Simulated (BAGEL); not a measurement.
# SiN2H4F− (SMILES N[Si-](N)F) at HF/cc-pVDZ (density fitting with qzvpp-jkfit)

Aim: the energy change on altering one bond length of SiN2H4F− at HF/cc-pVDZ (density fitting with qzvpp-jkfit), from 2 runs. 

The results are computed with BAGEL 1.2.2.

1 further run of the same task is left out (set aside as unsound or not needed). Runs told in other sessions of the task aren't counted.

**1. The system as given**

SiN2H4F− has 8 atoms, charge -1, and is taken as a singlet. As SMILES, `N[Si-](N)F`. The coordinates come from a GFN2-xTB relaxation. This is one conformer, not always the lowest.

Bond lengths: N1–Si2 1.782 Å, Si2–N3 1.815 Å, Si2–F4 1.753 Å, N1–H5 1.014 Å, N1–H6 1.020 Å, N3–H7 1.014 Å, N3–H8 1.014 Å. Angles: N1–Si2–N3 97.5°, N1–Si2–F4 101.6°, N3–Si2–F4 94.4°, Si2–N1–H5 111.9°, Si2–N1–H6 114.6°, Si2–N3–H7 110.6°, Si2–N3–H8 111.0°, H5–N1–H6 107.5°, H7–N3–H8 106.9°.

**2. A single-point energy at HF/cc-pVDZ (density fitting with qzvpp-jkfit)**

input.json

```json
{ "bagel" : [

{
  "title" : "molecule",
  "basis" : "cc-pvdz.json",
  "df_basis" : "qzvpp-jkfit",
  "angstrom" : true,
  "geometry" : [
    { "atom" : "N", "xyz" : [      -0.281310,       1.373800,      -0.294860 ] },
    { "atom" : "Si", "xyz" : [       0.237770,      -0.229340,      -0.873310 ] },
    { "atom" : "N", "xyz" : [       0.642260,      -0.946060,       0.743850 ] },
    { "atom" : "F", "xyz" : [      -1.295860,      -1.066960,      -1.011040 ] },
    { "atom" : "H", "xyz" : [      -0.855770,       1.855070,      -0.977850 ] },
    { "atom" : "H", "xyz" : [      -0.796580,       1.361580,       0.585090 ] },
    { "atom" : "H", "xyz" : [       1.404730,      -0.438480,       1.179350 ] },
    { "atom" : "H", "xyz" : [       0.944750,      -1.909620,       0.648780 ] }
  ]
},

{
  "title" : "hf",
  "charge" : -1
},

{
  "title" : "print",
  "file" : "orbitals.molden",
  "orbitals" : true
}

]}
```

The basis set cc-pVDZ is read from a file made from the Basis Set Exchange's data (not shown).

Command:

```sh
BAGEL_NUM_THREADS=1 BAGEL input.json > input.out
```

What it wrote:

```text
* using 1 threads per process

  ===============================================================
  ===============================================================

  *** Geometry ***

  { "atom" : "N", "xyz" : [     -0.531599,      2.596106,     -0.557205 ] },
  { "atom" : "Si", "xyz" : [      0.449320,     -0.433390,     -1.650317 ] },
  { "atom" : "N", "xyz" : [      1.213696,     -1.787794,      1.405673 ] },
  { "atom" : "F", "xyz" : [     -2.448820,     -2.016262,     -1.910589 ] },
  { "atom" : "H", "xyz" : [     -1.617171,      3.505574,     -1.847869 ] },
  { "atom" : "H", "xyz" : [     -1.505318,      2.573013,      1.105660 ] },
  { "atom" : "H", "xyz" : [      2.654555,     -0.828607,      2.228649 ] },
  { "atom" : "H", "xyz" : [      1.785319,     -3.608659,      1.226017 ] },

  Number of auxiliary basis functions:      431

  Since a DF basis is specified, we compute 2- and 3-index integrals:
    o Being stored without compression. Storage requirement is 0.022 GB

  Number of basis functions:       80
  Number of electrons      :       41

    * METHOD: MOLECULE                             0.19

  *** RHF ***

  === Nuclear Repulsion ===
   169.4277109290

      * DIIS with orbital gradients will be used.

  === RHF iteration (cc-pvdz.json) ===
      0       -499.18538371          0.02545793           0.05
      1       -499.51302806          0.01625697           0.05
      2       -499.66590421          0.00174422           0.05
      3       -499.66895958          0.00041066           0.05
      4       -499.66914906          0.00012735           0.05
      5       -499.66917138          0.00005389           0.05
      6       -499.66917472          0.00001851           0.05
      7       -499.66917523          0.00000405           0.05
      8       -499.66917524          0.00000172           0.05
      9       -499.66917525          0.00000052           0.05
     10       -499.66917525          0.00000017           0.05
     11       -499.66917525          0.00000008           0.05
     12       -499.66917525          0.00000003           0.05
     13       -499.66917525          0.00000001           0.05
    * SCF iteration converged.

    * Permanent dipole moment:
           (    0.024992,    -0.272894,    -0.840652) a.u.

    * METHOD: HF                                   0.79

    * METHOD: PRINT                                0.02

  ===============================================================
```

Run time: 1.1 s. Hardware: 1 thread of Arm Neoverse V1, shared host.

**3. The distorted shape, same level**

job.json

```json
{ "bagel" : [

{
  "title" : "molecule",
  "basis" : "cc-pvdz.json",
  "df_basis" : "qzvpp-jkfit",
  "angstrom" : true,
  "geometry" : [
    { "atom" : "N", "xyz" : [      -0.604891,       1.947157,      -1.588546 ] },
    { "atom" : "Si", "xyz" : [      -0.085811,       0.344017,      -2.166996 ] },
    { "atom" : "N", "xyz" : [       0.642260,      -0.946060,       0.743850 ] },
    { "atom" : "F", "xyz" : [      -1.619441,      -0.493603,      -2.304726 ] },
    { "atom" : "H", "xyz" : [      -1.179351,       2.428427,      -2.271536 ] },
    { "atom" : "H", "xyz" : [      -1.120161,       1.934937,      -0.708596 ] },
    { "atom" : "H", "xyz" : [       1.404730,      -0.438480,       1.179350 ] },
    { "atom" : "H", "xyz" : [       0.944750,      -1.909620,       0.648780 ] }
  ]
},

{
  "title" : "hf",
  "charge" : -1
},

{
  "title" : "print",
  "file" : "orbitals.molden",
  "orbitals" : true
}

]}
```

The basis set cc-pVDZ is read from a file made from the Basis Set Exchange's data (not shown).

Command:

```sh
BAGEL_NUM_THREADS=1 BAGEL job.json > job.out
```

What it wrote:

```text
* using 1 threads per process

  ===============================================================
  ===============================================================

  *** Geometry ***

  { "atom" : "N", "xyz" : [     -1.143078,      3.679593,     -3.001917 ] },
  { "atom" : "Si", "xyz" : [     -0.162159,      0.650098,     -4.095029 ] },
  { "atom" : "N", "xyz" : [      1.213696,     -1.787794,      1.405673 ] },
  { "atom" : "F", "xyz" : [     -3.060300,     -0.932774,     -4.355301 ] },
  { "atom" : "H", "xyz" : [     -2.228650,      4.589062,     -4.292581 ] },
  { "atom" : "H", "xyz" : [     -2.116798,      3.656501,     -1.339052 ] },
  { "atom" : "H", "xyz" : [      2.654555,     -0.828607,      2.228649 ] },
  { "atom" : "H", "xyz" : [      1.785319,     -3.608659,      1.226017 ] },

  Number of auxiliary basis functions:      431

  Since a DF basis is specified, we compute 2- and 3-index integrals:
    o Being stored without compression. Storage requirement is 0.022 GB

  Number of basis functions:       80
  Number of electrons      :       41

    * METHOD: MOLECULE                             0.18

  *** RHF ***

  === Nuclear Repulsion ===
   145.2530575891

      * DIIS with orbital gradients will be used.

  === RHF iteration (cc-pvdz.json) ===
      0       -499.01079318          0.02723789           0.05
      1       -499.24075119          0.02324667           0.04
      2       -499.54835128          0.00319641           0.04
      3       -499.55435512          0.00111138           0.04
      4       -499.55576038          0.00034872           0.04
      5       -499.55594622          0.00012701           0.04
      6       -499.55598167          0.00004963           0.05
      7       -499.55598755          0.00001910           0.05
      8       -499.55598802          0.00000667           0.05
      9       -499.55598810          0.00000252           0.05
     10       -499.55598812          0.00000129           0.05
     11       -499.55598812          0.00000041           0.05
     12       -499.55598812          0.00000020           0.05
     13       -499.55598812          0.00000008           0.05
     14       -499.55598812          0.00000004           0.05
     15       -499.55598812          0.00000001           0.05
     16       -499.55598812          0.00000001           0.05
    * SCF iteration converged.

    * Permanent dipole moment:
           (    0.891530,    -1.699060,     1.905150) a.u.

    * METHOD: HF                                   0.90

    * METHOD: PRINT                                0.02

  ===============================================================
```

It took 1.2 s on 1 thread of Arm Neoverse V1, shared host.

**4. What came out**

Level: HF/cc-pVDZ (density fitting with qzvpp-jkfit).

| quantity | value |
| --- | --- |
| first shape: total energy | -499.66918 Eh |
| first shape: HOMO energy | -1.41 eV |
| first shape: LUMO energy | 9.88 eV |
| first shape: HOMO–LUMO gap (to an unbound level, set by the basis) | 11.29 eV |
| distorted shape: total energy | -499.55599 Eh |
| distorted shape: HOMO energy | -1.66 eV |
| distorted shape: LUMO energy | 6.72 eV |
| distorted shape: HOMO–LUMO gap (to an unbound level, set by the basis) | 8.38 eV |
| energy change with the Si2–N3 bond stretched from 1.815 to 3.266 Å | 3.080 eV |

What this shows: With the Si2–N3 bond stretched from 1.815 to 3.266 Å the energy rises by 3.08 eV (297 kJ/mol). The first shape isn't relaxed at this level, so the change isn't measured from a minimum.
